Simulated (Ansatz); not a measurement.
This script makes vertical spin-state energies of C₂H₅BrSi, SMILES Br[SiH]1CC1 with Ansatz 0.2.0 through its Python package.

`spin_c2h5brsi.py`
```python
# -*- coding: utf-8 -*-
import ansatz as az

BASIS_SET = "cc-pVDZ"
XC = "pbe"
VDW = "d4"


def main():
    c2h5brsi = (
        az.Crystal.molecule()
        .atom("Br", [-1.3188, -0.5152, -2.3179])
        .atom("Si", [-0.2373, 0.6588, -0.8406])
        .atom("C", [0.9324, -0.2937, 0.1319])
        .atom("C", [-0.2943, -0.2618, 0.7993])
        .atom("H", [-0.6245, 2.0522, -0.563])
        .atom("H", [1.3044, -1.2143, -0.2868])
        .atom("H", [1.7943, 0.2735, 0.6077])
        .atom("H", [-0.9504, -1.1396, 0.7568])
        .atom("H", [-0.5172, 0.394, 1.6955])
    )

    base = (
        c2h5brsi.calculation()
        .basis(gaussian=BASIS_SET)
        .functional(XC, dispersion=VDW)
    )
    found = {}
    for unpaired in [0, 2]:
        rep = base.spin("collinear", total=unpaired).run().report
        s = unpaired / 2
        found[unpaired] = rep["free_energy_ev"]
        print(f"2S+1 = {unpaired + 1}: E = {found[unpaired]:.5f} eV, <S^2> = {abs(rep['mean_field']['state']['spin_squared']):.3f} (pure state {s * (s + 1):.2f})")
    lowest = min(found, key=found.get)
    for unpaired, e in found.items():
        print(f"multiplicity {unpaired + 1}: {96.485332 * (e - found[lowest]):.1f} kJ/mol above the lowest")


if __name__ == "__main__":
    main()
```

Which spin state is lowest at this geometry, and how far above lie the others?

In order: multiplicity 1 (+0.00 eV) and multiplicity 3 (+3.53 eV), all at the one geometry.

The output:

Output of `python spin_c2h5brsi.py`:
```text
2S+1 = 1: E = -80060.66510 eV, <S^2> = 0.000 (pure state 0.00)
2S+1 = 3: E = -80057.13517 eV, <S^2> = 2.003 (pure state 2.00)
multiplicity 1: 0.0 kJ/mol above the lowest
multiplicity 3: 340.6 kJ/mol above the lowest
```

What to keep in mind:
- Total energies depend on the basis set; only differences at equal settings carry meaning.
- The geometry is a force-field or estimated start, not a minimum of this method, and the basis set is short of its limit. All parts are taken at fixed geometry, without zero-point energy.
- It ran for 16 s on 1 thread of AMD EPYC 7R43 64-Core Processor (Zen 3), on a shared host, peak memory 0.24 GiB.

(A comment or docstring line of the script was reworded after the run, the code is as it ran; lines on the test bed's own set-up are left out of the output.)
